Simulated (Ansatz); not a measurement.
# AlGeH₄ (doublet): wave-function methods side by side, cc-pVDZ

An exercise on one series of results from a longer session: the logs are not shown, and one member is left open.

Method: cc-pVDZ, core rule «outside noble gas», up to 19 orbitals frozen; program: Ansatz 0.2.0, Gaussian basis.

The runs, in order: UHF; CCSD(T) on ROHF; CCSD(T) on UHF; BCCD(T) on ROHF; CISD; CCSDT(Q) on ROHF; CCSDT(Q) on UHF; CASSCF and MRCISD+Q, 9 electrons in 9 orbitals; CASSCF and NEVPT2, 9 electrons in 9 orbitals.

18 further runs of the same task are left out: 6 that didn't finish, 12 set aside as unsound or not needed.

## The system

The geometry is a PBE0/def2-TZVP stationary point (not a proven minimum). No spin-orbit coupling is included. The filled d shell of Ge may be among the frozen orbitals whatever the setting's name suggests; the logs give the count.

6 atoms, charge 0, spin multiplicity 2.

Atoms are counted from 1 here; the program's logs count them from 0.

Bond lengths: Ge1–Al2 2.663 Å, Ge1–H3 1.726 Å, Ge1–H4 1.726 Å, Al2–H3 1.762 Å, Al2–H4 1.762 Å, Al2–H5 1.582 Å, Al2–H6 1.582 Å. Angles: Al2–Ge1–H3 40.7°, Al2–Ge1–H4 40.7°, H3–Ge1–H4 81.4°, Ge1–Al2–H3 39.7°, Ge1–Al2–H4 39.7°, Ge1–Al2–H5 117.5°, Ge1–Al2–H6 117.5°, H3–Al2–H4 79.5°, H3–Al2–H5 110.8°, H3–Al2–H6 110.8°, H4–Al2–H5 110.8°, H4–Al2–H6 110.8°, H5–Al2–H6 124.9°, Ge1–H3–Al2 99.6°, Ge1–H4–Al2 99.6°.

The first run:

Input file in.yaml:

```yaml
crystal:
  periodic: [false, false, false]
  atoms:
    - {symbol: Ge, position_ang: [0.000000, 0.000000, 0.784674]}
    - {symbol: Al, position_ang: [0.000000, 0.000000, -1.878421]}
    - {symbol: H, position_ang: [-1.125990, -0.000002, -0.523581]}
    - {symbol: H, position_ang: [1.125990, 0.000002, -0.523581]}
    - {symbol: H, position_ang: [0.000002, -1.402706, -2.609571]}
    - {symbol: H, position_ang: [-0.000002, 1.402706, -2.609571]}
basis:
  gaussian: {orbitals: cc-pVDZ}
magnetization: {spin_polarized: true, initial_magnetization: 1}
hamiltonian: {xc: hf}
output: {orbitals: {seedname: orbitals}}
```

On the command line:

```console
ansatz run in.yaml --threads 1 --pin off --events-out ev --progress --plain --max-ram 2393MiB
```

Steps of the session up to this table: UHF; CCSD(T) on ROHF; CCSD(T) on UHF; BCCD(T) on ROHF; CISD; CCSDT(Q) on ROHF; CCSDT(Q) on UHF; CASSCF and MRCISD+Q, 9 electrons in 9 orbitals; CASSCF and NEVPT2, 9 electrons in 9 orbitals.

One table of the session follows, with a row left open; its other results are not shown here.

```
           method  from UCCSDT(Q) (meV)
             ROHF               +5641.8
              UHF               +5538.8
             RMP2               +1304.0
             UMP2               +1313.6
             CISD                +616.5
            RCCSD                +169.7
            UCCSD                +164.8
         RCCSD(T)                 +37.7
         UCCSD(T)                 +35.1
          BCCD(T)                 +37.1
           RCCSDT                  +7.9
           UCCSDT                  +5.0
        RCCSDT(Q)                     ?
        UCCSDT(Q)                     0
  CASSCF frontier               +4166.1
  NEVPT2 frontier               +1385.7
  MRCISD frontier                +365.5
MRCISD+Q frontier                 +17.9
```

Q: Estimate the row for RCCSDT(Q) from the others.

**Answer.** from UCCSDT(Q) (meV): +3.0. In the column «from UCCSDT(Q) (meV)» it lies between UCCSDT(Q) (0) and UCCSDT (+5.0).

With the free atoms at the same levels and basis (separate runs), the atomisation energy is 12.776 eV at UCCSDT(Q), 12.766 eV at RCCSD(T), 12.758 eV at UCCSD(T), 10.187 eV at ROHF.

Limits of these values: Restricted and unrestricted rows rest on different reference determinants; where their highest levels disagree by more than a few hundredths of an eV, they describe different states and don't form one ladder.
